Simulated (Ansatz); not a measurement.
# SiIF₂ radical: a ladder of functionals and wavefunction methods

An exercise on one series of results from a longer session: the logs are not shown, and one member is left open.

The runs use Ansatz 0.2.0, Gaussian basis; functionals in def2-TZVPP, the program's frozen cores in correlated methods.

Levels to be run: LDA (SPW92), PBE-D4, revPBE-D4, BLYP-D4, r2SCAN-D4, B97M-V, PBE0-D4, B3LYP-D4, r2SCANh-D4, r2SCAN0-D4, HSE06-D4, BHLYP-D4, CAM-B3LYP-D4, LC-ωPBE, ωB97X-V, ωB97M-V, B2PLYP, PBE-QIDH; CCSD(T)/def2-SVP; CCSD(T)/def2-TZVPP; MP2/def2-QZVPP; extrapolation to the limit; RPA on PBE.

## Structure used throughout

An earlier PBE0-D4 in a triple-zeta def2 set relaxation fixed the geometry. I takes the def2 core potential; no spin-orbit term is included.

SMILES `F[Si](F)I`, 4 atoms, charge 0, spin multiplicity 2.

Atoms are counted from 1 here; the program's logs count them from 0.

Bond lengths: F1–Si2 1.588 Å, Si2–F3 1.588 Å, Si2–I4 2.438 Å. Angles: F1–Si2–F3 106.0°, F1–Si2–I4 109.7°, F3–Si2–I4 109.7°.

The first run:

File in.yaml:

```yaml
crystal:
  periodic: [false, false, false]
  atoms:
    - {symbol: F, position_ang: [-0.886320, -1.161058, 0.636195]}
    - {symbol: Si, position_ang: [0.018434, 0.136209, 0.495499]}
    - {symbol: F, position_ang: [1.514504, -0.382957, 0.379241]}
    - {symbol: I, position_ang: [-0.591019, 1.347406, -1.531135]}
basis:
  gaussian: {orbitals: def2-TZVPP}
magnetization: {spin_polarized: true, initial_magnetization: 1}
hamiltonian: {xc: lda}
output: {orbitals: {seedname: orbitals}}
```

On the command line:

```
ansatz run in.yaml --threads 4 --pin off --events-out ev --progress --plain --max-ram 10444MiB
```

Among the steps run: LDA; PBE-D4 (GGA); revPBE-D4 (GGA); BLYP-D4 (GGA); r2SCAN-D4 (meta-GGA); B97M-V (meta-GGA); PBE0-D4 (hybrid); B3LYP-D4 (hybrid); r2SCANh-D4 (hybrid); r2SCAN0-D4 (hybrid); HSE06-D4 (hybrid); BHLYP-D4 (hybrid); CAM-B3LYP-D4 (range-separated); LC-ωPBE (range-separated); ωB97X-V (range-separated); ωB97M-V (range-separated); B2PLYP (double hybrid); PBE-QIDH (double hybrid).

One of the session's tables, all rows but one given; the rest of the session is left out.

It belongs to the step «Frontier levels by functional». 

```
  functional  HOMO (eV)  LUMO (eV)  gap (eV)
 LDA (SPW92)      -6.00      -4.85      1.16
      PBE-D4      -5.97      -4.38      1.58
   revPBE-D4      -5.93      -4.22      1.71
     BLYP-D4      -5.77      -4.43      1.34
   r2SCAN-D4      -6.37      -3.92      2.45
      B97M-V      -6.04      -4.39      1.64
     PBE0-D4      -7.18      -3.52      3.66
    B3LYP-D4      -6.89      -3.93      2.96
  r2SCANh-D4      -6.81      -3.64      3.17
  r2SCAN0-D4      -7.47      -3.23      4.24
    HSE06-D4          ?          ?         ?
    BHLYP-D4      -8.20      -2.78      5.42
CAM-B3LYP-D4      -8.38      -2.68      5.70
     LC-ωPBE      -9.75      -1.22      8.53
     ωB97X-V      -9.26      -1.77      7.49
     ωB97M-V      -8.91      -1.94      6.97
```

Q: Estimate the row for HSE06-D4 from the others.

The run gave: HOMO (eV): -6.79; LUMO (eV): -3.90; gap (eV): 2.88. In the column «HOMO (eV)» it lies between r2SCANh-D4 (-6.81) and r2SCAN-D4 (-6.37).
